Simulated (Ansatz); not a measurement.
# C₅H₈AlClO₃: basis-set convergence

An exercise on one series of results from a longer session: the logs are not shown, and one member is left open.

Method: one geometry, several basis sets; program: Ansatz 0.2.0, Gaussian basis.

The runs, in order: PBE0-D4/def2-SVP; ωB97M-V/def2-SVP; PBE0-D4/def2-QZVPP; ωB97M-V/def2-QZVPP; the functionals' def2-TZVPP values are taken from earlier runs.

### Structure used throughout

The geometry comes from an earlier relaxation with PBE0-D4 in a triple-zeta def2 set; it is a stationary point, not always the lowest conformer.

SMILES `CC1=CC(C)=[O+][Al-]([OH])([Cl])[O]1`, 18 atoms, charge 0, spin multiplicity 1.

Atoms are counted from 1 here; the program's logs count them from 0.

Bond lengths: C1–C2 1.489 Å, C1–H11 1.093 Å, C1–H12 1.088 Å, C1–H13 1.093 Å, C2–C3 1.395 Å, C2–O10 1.276 Å, C3–C4 1.395 Å, C3–H14 1.080 Å, C4–C5 1.489 Å, C4–O6 1.276 Å, C5–H15 1.088 Å, C5–H16 1.093 Å, C5–H17 1.093 Å, O6–Al7 1.811 Å, Al7–O8 1.693 Å, Al7–Cl9 2.109 Å, Al7–O10 1.811 Å, O8–H18 0.954 Å. Angles: C2–C1–H11 108.7°, C2–C1–H12 112.5°, C2–C1–H13 109.1°, H11–C1–H12 109.6°, H11–C1–H13 106.9°, H12–C1–H13 109.8°, C1–C2–C3 120.8°, C1–C2–O10 115.5°, C3–C2–O10 123.7°, C2–C3–C4 123.0°, C2–C3–H14 118.5°, C4–C3–H14 118.5°, C3–C4–C5 120.8°, C3–C4–O6 123.7°, C5–C4–O6 115.5°, C4–C5–H15 112.5°, C4–C5–H16 109.1°, C4–C5–H17 108.7° and more.

The first run:

The input, in.yaml:

```yaml
crystal:
  periodic: [false, false, false]
  atoms:
    - {symbol: C, position_ang: [2.069800, -1.215318, -1.296243]}
    - {symbol: C, position_ang: [1.066448, -0.511257, -0.450348]}
    - {symbol: C, position_ang: [-0.208414, -0.229975, -0.940589]}
    - {symbol: C, position_ang: [-1.198023, 0.385163, -0.174400]}
    - {symbol: C, position_ang: [-2.559286, 0.617160, -0.732154]}
    - {symbol: O, position_ang: [-1.022078, 0.776652, 1.027517]}
    - {symbol: Al, position_ang: [0.555380, 0.820050, 1.916440]}
    - {symbol: O, position_ang: [0.476536, 0.143319, 3.465847]}
    - {symbol: Cl, position_ang: [1.320693, 2.782529, 1.820812]}
    - {symbol: O, position_ang: [1.456756, -0.204286, 0.725362]}
    - {symbol: H, position_ang: [2.938767, -0.564673, -1.424990]}
    - {symbol: H, position_ang: [1.672506, -1.491169, -2.270980]}
    - {symbol: H, position_ang: [2.416984, -2.108332, -0.771158]}
    - {symbol: H, position_ang: [-0.449553, -0.528385, -1.950096]}
    - {symbol: H, position_ang: [-2.668423, 0.224392, -1.741094]}
    - {symbol: H, position_ang: [-3.299404, 0.157268, -0.072999]}
    - {symbol: H, position_ang: [-2.759426, 1.691925, -0.733395]}
    - {symbol: H, position_ang: [0.153138, -0.733761, 3.654268]}
basis:
  gaussian: {orbitals: def2-SVP}
hamiltonian: {xc: pbe0, dispersion: d4}
output: {orbitals: {seedname: orbitals}}
```

Command:

```console
ansatz run in.yaml --threads 4 --pin off --events-out ev --progress --plain --max-ram 66560MiB --backend cpu
```

Among the steps run: PBE0-D4 in def2-SVP; ωB97M-V in def2-SVP; PBE0-D4 in def2-QZVPP; ωB97M-V in def2-QZVPP.

One table of the session follows, with a row left open; its other results are not shown here.

It belongs to the step «Functionals by basis». 

| functional | basis | HOMO (eV) | LUMO (eV) |
| --- | --- | --- | --- |
| PBE0-D4 | def2-SVP | -7.67 | -2.20 |
| PBE0-D4 | def2-TZVPP | -7.72 | -2.26 |
| PBE0-D4 | def2-QZVPP | -7.76 | -2.30 |
| ωB97M-V | def2-SVP | ? | ? |
| ωB97M-V | def2-TZVPP | -9.86 | -0.18 |
| ωB97M-V | def2-QZVPP | -9.89 | -0.23 |

Estimate the missing values for ωB97M-V, def2-SVP.

**Answer.** HOMO (eV): -9.78; LUMO (eV): -0.07. In the column «HOMO (eV)» it lies between ωB97M-V, def2-TZVPP (-9.86) and PBE0-D4, def2-QZVPP (-7.76).
